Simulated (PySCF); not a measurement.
# Mo³⁰⁺, Mo³¹⁺: ionisation energies in even-tempered 16s10p4d4f, part 2 of 2

Each state of molybdenum is computed at each level; their differences give the ionisation energy. How far do the methods differ?

PySCF 2.14.0; even-tempered 16s10p4d4f, the non-relativistic Hamiltonian (point nucleus). The scripts are equivalent inputs of a driver's runs. The steps go on from the part before.

### 3 Mo³¹⁺: the ladder of methods

Level: UHF.

input.py

```python
from pyscf import gto, scf, dft, mp, cc
mol = gto.M(atom="Mo 0 0 0", charge=31, spin=1, symmetry="D2h",
            basis=gto.etbs([(0, 16, 4.4, 2.5), (1, 10, 5.7, 2.5), (2, 4, 22, 2.7), (3, 4, 32, 2.7)]))
mf = scf.UHF(mol)
mf.irrep_nelec = {'Ag': (3, 2), 'B1u': (1, 1), 'B2u': (1, 1), 'B3u': (1, 1)}
mf.kernel()
```

Standard output:

```text
damping factor = 0
level_shift factor = 0
DIIS = <class 'pyscf.scf.diis.CDIIS'>
diis_start_cycle = 1
diis_space = 10
diis_damp = 0
SCF conv_tol = 1e-09
SCF conv_tol_grad = None
number electrons alpha = 6  beta = 5
cycle= 1 E= -3239.57282264177  delta_E= -4.55e-13  |g|= 1.14e-07  |ddm|= 1.84e-07
converged SCF energy = -3239.57282264177  <S^2> = 0.75000233  2S+1 = 2.0000023
```

It used 0.64 s of CPU time after the integrals (shared host).

The occupied shells:

```
shell  electrons  mean orbital energy (eV)  spread (eV)  rms radius (bohr)
 1s α          1                  -21313.1            0             0.0420
 1s β          1                  -21308.1            0             0.0420
 2s α          1                   -4382.9            0              0.168
 2s β          1                   -4375.9            0              0.168
 2p α          3                   -4170.5            0              0.146
 2p β          3                   -4167.5            0              0.146
 3s α          1                   -1751.2            0              0.402
```

⟨S²⟩ = 0.750, ⟨L²⟩ = 0.00.

A non-relativistic calculation at this Z misses sizeable relativistic shifts.

Level: LDA.

input.py, as changed from the run before:

```diff
@@ -3,3 +3,3 @@
             basis=gto.etbs([(0, 16, 4.4, 2.5), (1, 10, 5.7, 2.5), (2, 4, 22, 2.7), (3, 4, 32, 2.7)]))
-mf = scf.UHF(mol)
+mf = dft.UKS(mol, xc="LDA,VWN")
 mf.irrep_nelec = {'Ag': (3, 2), 'B1u': (1, 1), 'B2u': (1, 1), 'B3u': (1, 1)}
```

Standard output:

```text
damping factor = 0
level_shift factor = 0
DIIS = <class 'pyscf.scf.diis.CDIIS'>
diis_start_cycle = 1
diis_space = 10
diis_damp = 0
SCF conv_tol = 1e-09
SCF conv_tol_grad = None
number electrons alpha = 6  beta = 5
XC functionals = LDA,VWN
    P. A. M. Dirac.,  Math. Proc. Cambridge Philos. Soc. 26, 376 (1930)
    F. Bloch.,  Z. Phys. 57, 545 (1929)
    S. H. Vosko, L. Wilk, and M. Nusair.,  Can. J. Phys. 58, 1200 (1980)
cycle= 1 E= -3235.34180094059  delta_E= -0.0108  |g|= 0.0452  |ddm|= 0.0234
cycle= 2 E= -3235.3418099062  delta_E= -8.97e-06  |g|= 0.00421  |ddm|= 0.00128
cycle= 3 E= -3235.3418100021  delta_E= -9.59e-08  |g|= 6.23e-05  |ddm|= 8.76e-05
cycle= 4 E= -3235.34181000212  delta_E= -2.27e-11  |g|= 9.57e-08  |ddm|= 1.27e-06
converged SCF energy = -3235.34181000212  <S^2> = 0.75000212  2S+1 = 2.0000021
```

It used 0.29 s of CPU time after the integrals (shared host).

Level: PBE.

input.py

```python
from pyscf import gto, scf, dft, mp, cc
mol = gto.M(atom="Mo 0 0 0", charge=31, spin=1, symmetry="D2h",
            basis=gto.etbs([(0, 16, 4.4, 2.5), (1, 10, 5.7, 2.5), (2, 4, 22, 2.7), (3, 4, 32, 2.7)]))
mf = dft.UKS(mol, xc="PBE")
mf.irrep_nelec = {'Ag': (3, 2), 'B1u': (1, 1), 'B2u': (1, 1), 'B3u': (1, 1)}
mf.kernel()
```

Standard output:

```text
damping factor = 0
level_shift factor = 0
DIIS = <class 'pyscf.scf.diis.CDIIS'>
diis_start_cycle = 1
diis_space = 10
diis_damp = 0
SCF conv_tol = 1e-09
SCF conv_tol_grad = None
number electrons alpha = 6  beta = 5
XC functionals = PBE
    J. P. Perdew, K. Burke, and M. Ernzerhof.,  Phys. Rev. Lett. 77, 3865 (1996)
    J. P. Perdew, K. Burke, and M. Ernzerhof.,  Phys. Rev. Lett. 78, 1396 (1997)
    J. P. Perdew, K. Burke, and M. Ernzerhof.,  Phys. Rev. Lett. 77, 3865 (1996)
    J. P. Perdew, K. Burke, and M. Ernzerhof.,  Phys. Rev. Lett. 78, 1396 (1997)
cycle= 1 E= -3239.46786328067  delta_E= -0.00601  |g|= 0.0113  |ddm|= 0.0203
cycle= 2 E= -3239.46786403254  delta_E= -7.52e-07  |g|= 0.00111  |ddm|= 0.000471
cycle= 3 E= -3239.4678640397  delta_E= -7.16e-09  |g|= 2.5e-05  |ddm|= 2.6e-05
cycle= 4 E= -3239.4678640397  delta_E= -1.36e-12  |g|= 2.13e-07  |ddm|= 3.79e-07
converged SCF energy = -3239.4678640397  <S^2> = 0.75000113  2S+1 = 2.0000011
```

CPU time 0.37 s on a shared host, the integrals not counted.

Level: PBE0.

input.py, as changed from the run before:

```diff
@@ -3,3 +3,3 @@
             basis=gto.etbs([(0, 16, 4.4, 2.5), (1, 10, 5.7, 2.5), (2, 4, 22, 2.7), (3, 4, 32, 2.7)]))
-mf = dft.UKS(mol, xc="PBE")
+mf = dft.UKS(mol, xc="PBE0")
 mf.irrep_nelec = {'Ag': (3, 2), 'B1u': (1, 1), 'B2u': (1, 1), 'B3u': (1, 1)}
```

Standard output:

```text
damping factor = 0
level_shift factor = 0
DIIS = <class 'pyscf.scf.diis.CDIIS'>
diis_start_cycle = 1
diis_space = 10
diis_damp = 0
SCF conv_tol = 1e-09
SCF conv_tol_grad = None
number electrons alpha = 6  beta = 5
XC functionals = PBE0
    C. Adamo and V. Barone.,  J. Chem. Phys. 110, 6158 (1999)
    M. Ernzerhof and G. E. Scuseria.,  J. Chem. Phys. 110, 5029 (1999)
cycle= 1 E= -3239.6071518171  delta_E= -0.0033  |g|= 0.00907  |ddm|= 0.0154
cycle= 2 E= -3239.6071522419  delta_E= -4.25e-07  |g|= 0.00058  |ddm|= 0.000505
cycle= 3 E= -3239.60715224375  delta_E= -1.85e-09  |g|= 2.95e-05  |ddm|= 9.86e-06
cycle= 4 E= -3239.60715224375  delta_E= -9.09e-13  |g|= 1.43e-07  |ddm|= 7.83e-07
converged SCF energy = -3239.60715224375  <S^2> = 0.75000083  2S+1 = 2.0000008
```

It used 0.71 s of CPU time after the integrals (shared host).

Level: r2SCAN.

input.py, as changed from the run before:

```diff
@@ -3,3 +3,3 @@
             basis=gto.etbs([(0, 16, 4.4, 2.5), (1, 10, 5.7, 2.5), (2, 4, 22, 2.7), (3, 4, 32, 2.7)]))
-mf = dft.UKS(mol, xc="PBE0")
+mf = dft.UKS(mol, xc="R2SCAN")
 mf.irrep_nelec = {'Ag': (3, 2), 'B1u': (1, 1), 'B2u': (1, 1), 'B3u': (1, 1)}
```

Standard output:

```text
damping factor = 0
level_shift factor = 0
DIIS = <class 'pyscf.scf.diis.CDIIS'>
diis_start_cycle = 1
diis_space = 10
diis_damp = 0
SCF conv_tol = 1e-09
SCF conv_tol_grad = None
number electrons alpha = 6  beta = 5
XC functionals = R2SCAN
    J. W. Furness, A. D. Kaplan, J. Ning, J. P. Perdew, and J. Sun.,  J. Phys. Chem. Lett. 11, 8208-8215 (2020)
    J. W. Furness, A. D. Kaplan, J. Ning, J. P. Perdew, and J. Sun.,  J. Phys. Chem. Lett. 11, 9248-9248 (2020)
    J. W. Furness, A. D. Kaplan, J. Ning, J. P. Perdew, and J. Sun.,  J. Phys. Chem. Lett. 11, 8208-8215 (2020)
    J. W. Furness, A. D. Kaplan, J. Ning, J. P. Perdew, and J. Sun.,  J. Phys. Chem. Lett. 11, 9248-9248 (2020)
cycle= 1 E= -3239.95926637102  delta_E= -0.00303  |g|= 0.00782  |ddm|= 0.0185
cycle= 2 E= -3239.95926646033  delta_E= -8.93e-08  |g|= 0.000124  |ddm|= 0.000312
cycle= 3 E= -3239.95926646042  delta_E= -9.19e-11  |g|= 1.09e-05  |ddm|= 8.1e-06
converged SCF energy = -3239.95926646042  <S^2> = 0.75000348  2S+1 = 2.0000035
```

It used 0.79 s of CPU time after the integrals (shared host).

Level: B97-3.

input.py

```python
from pyscf import gto, scf, dft, mp, cc
mol = gto.M(atom="Mo 0 0 0", charge=31, spin=1, symmetry="D2h",
            basis=gto.etbs([(0, 16, 4.4, 2.5), (1, 10, 5.7, 2.5), (2, 4, 22, 2.7), (3, 4, 32, 2.7)]))
mf = dft.UKS(mol, xc="HYB_GGA_XC_B97_3")
mf.irrep_nelec = {'Ag': (3, 2), 'B1u': (1, 1), 'B2u': (1, 1), 'B3u': (1, 1)}
mf.kernel()
```

Standard output:

```text
damping factor = 0
level_shift factor = 0
DIIS = <class 'pyscf.scf.diis.CDIIS'>
diis_start_cycle = 1
diis_space = 10
diis_damp = 0
SCF conv_tol = 1e-09
SCF conv_tol_grad = None
number electrons alpha = 6  beta = 5
XC functionals = HYB_GGA_XC_B97_3
    T. W. Keal and D. J. Tozer.,  J. Chem. Phys. 123, 121103 (2005)
cycle= 1 E= -3239.66546895731  delta_E= -0.00271  |g|= 0.0106  |ddm|= 0.0214
cycle= 2 E= -3239.66546965836  delta_E= -7.01e-07  |g|= 0.000777  |ddm|= 0.000903
cycle= 3 E= -3239.66546966161  delta_E= -3.25e-09  |g|= 2.45e-05  |ddm|= 2.14e-05
cycle= 4 E= -3239.66546966161  delta_E= -2.73e-12  |g|= 2.19e-07  |ddm|= 1.88e-06
converged SCF energy = -3239.66546966161  <S^2> = 0.75000158  2S+1 = 2.0000016
```

CPU time 0.72 s on a shared host, the integrals not counted.

Level: B3LYP.

input.py

```python
from pyscf import gto, scf, dft, mp, cc
mol = gto.M(atom="Mo 0 0 0", charge=31, spin=1, symmetry="D2h",
            basis=gto.etbs([(0, 16, 4.4, 2.5), (1, 10, 5.7, 2.5), (2, 4, 22, 2.7), (3, 4, 32, 2.7)]))
mf = dft.UKS(mol, xc="B3LYP")
mf.irrep_nelec = {'Ag': (3, 2), 'B1u': (1, 1), 'B2u': (1, 1), 'B3u': (1, 1)}
mf.kernel()
```

Standard output:

```text
damping factor = 0
level_shift factor = 0
DIIS = <class 'pyscf.scf.diis.CDIIS'>
diis_start_cycle = 1
diis_space = 10
diis_damp = 0
SCF conv_tol = 1e-09
SCF conv_tol_grad = None
number electrons alpha = 6  beta = 5
XC functionals = B3LYP
    P. J. Stephens, F. J. Devlin, C. F. Chabalowski, and M. J. Frisch.,  J. Phys. Chem. 98, 11623 (1994)
cycle= 1 E= -3239.76863449217  delta_E= -0.00428  |g|= 0.00799  |ddm|= 0.0191
cycle= 2 E= -3239.76863481856  delta_E= -3.26e-07  |g|= 0.000446  |ddm|= 0.000588
cycle= 3 E= -3239.76863481969  delta_E= -1.14e-09  |g|= 3.06e-05  |ddm|= 8.97e-06
cycle= 4 E= -3239.7686348197  delta_E= -8.19e-12  |g|= 1.31e-07  |ddm|= 7.8e-07
converged SCF energy = -3239.7686348197  <S^2> = 0.75000099  2S+1 = 2.000001
```

CPU time 0.72 s on a shared host, the integrals not counted.

Level: MP2 (outer shells).

input.py

```python
from pyscf import gto, scf, dft, mp, cc
mol = gto.M(atom="Mo 0 0 0", charge=31, spin=1, symmetry="D2h",
            basis=gto.etbs([(0, 16, 4.4, 2.5), (1, 10, 5.7, 2.5), (2, 4, 22, 2.7), (3, 4, 32, 2.7)]))
mf = scf.UHF(mol)
mf.irrep_nelec = {'Ag': (3, 2), 'B1u': (1, 1), 'B2u': (1, 1), 'B3u': (1, 1)}
mf.kernel()
mp.UMP2(mf, frozen=1).kernel()
```

The driver printed no log here.

CPU time 0.48 s on a shared host, the integrals not counted.

With 9 electrons correlated, the MP2 correlation energy is -0.31533 hartree (-0.08540 same spin, -0.22993 opposite spin); the SCS form gives -0.30439. Largest pairs of shells: 2p-2p -0.2105, 2s-2p -0.0624, 2p-3s -0.0268, 2s-2s -0.0109, 2s-3s -0.0047.

Radial density 4πr²ρ of Mo³¹⁺ at UHF:

```
r (bohr)  density  spin density
0.000633    0.246         0.003
 0.00106    0.671         0.008
 0.00179     1.79         0.021
 0.00301     4.56         0.054
 0.00507     10.9         0.128
 0.00852     23.0         0.264
  0.0143     40.1         0.423
  0.0241     51.3         0.389
  0.0406     44.8         0.041
  0.0682     44.4         0.419
   0.115     58.0         1.239
   0.193     27.0         0.003
   0.325     5.30         3.463
   0.546     1.09         1.081
   0.919   0.0139         0.014
```

### 4 How the shells move

Highest occupied Hartree-Fock shell of each state: Mo³⁰⁺ 3s at -1686.8 eV; Mo³¹⁺ 3s α at -1751.2 eV.

### 5 The energy differences

Ionisation energy: Mo³⁰⁺ [Ne] 3s2 (1S) → Mo³¹⁺ [Ne] 3s1 (2S).

```
                method  value (eV)  less the reference (eV)  CPU time, both states (s)
                   UHF      1686.6                    -43.5                        2.7
                   LDA      1690.3                    -39.8                       0.58
                   PBE      1691.5                    -38.6                       0.74
                  PBE0      1690.6                    -39.5                        1.4
                r2SCAN      1686.9                    -43.2                        1.7
                 B97-3      1690.5                    -39.6                        1.4
                 B3LYP      1690.8                    -39.3                        1.4
    MP2 (outer shells)      1690.0                    -40.1                        3.7
SCS-MP2 (outer shells)      1690.4                    -39.7                        3.7
```

Reference: 1730.1 ± 2.5 eV (semi-empirical (NIST evaluation); NIST Atomic Spectra Database, ionization energies). The calculation is non-relativistic, so it cannot be held against the reference.

Ionisation energy: Mo³¹⁺ [Ne] 3s1 (2S) → Mo³²⁺ [Ne] (1S).

```
                method  value (eV)  less the reference (eV)
                   UHF      1751.1                    -39.8
                   LDA      1753.5                    -37.4
                   PBE      1755.4                    -35.5
                  PBE0      1754.4                    -36.5
                r2SCAN      1750.7                    -40.3
                 B97-3      1753.0                    -37.9
                 B3LYP      1755.1                    -35.8
    MP2 (outer shells)      1751.8                    -39.2
SCS-MP2 (outer shells)      1751.6                    -39.3
```

Reference: 1790.93 ± 0.06 eV (semi-empirical (NIST evaluation); NIST Atomic Spectra Database, ionization energies). The calculation is non-relativistic, so it cannot be held against the reference.

The differences also use runs on Mo³²⁺ [Ne] (1S), which are not shown here. Times are CPU seconds on a shared host without the integrals; correlated rows include their Hartree-Fock run, whose time holds the symmetry-adapted start and any spin-orbit constants, while functionals begin from orbitals already made.

### 6 Results

The summary covers parts 1 to 2.

| quantity | value |
| --- | --- |
| ionisation energy, Mo³⁰⁺ | UHF 1686.6, MP2 (outer shells) 1690.0 eV; reference 1730.1 ± 2.5 |
| ionisation energy, Mo³¹⁺ | UHF 1751.1, MP2 (outer shells) 1751.8 eV; reference 1790.93 ± 0.06 |

**Reading.** For the first difference the methods span 4.905 eV, from UHF (1686.6) to PBE (1691.5). The reference is uncertain or not like for like (spin-orbit coupling or other relativistic terms), so no ranking of close methods is drawn. The basis is finite, and no extrapolation was made.
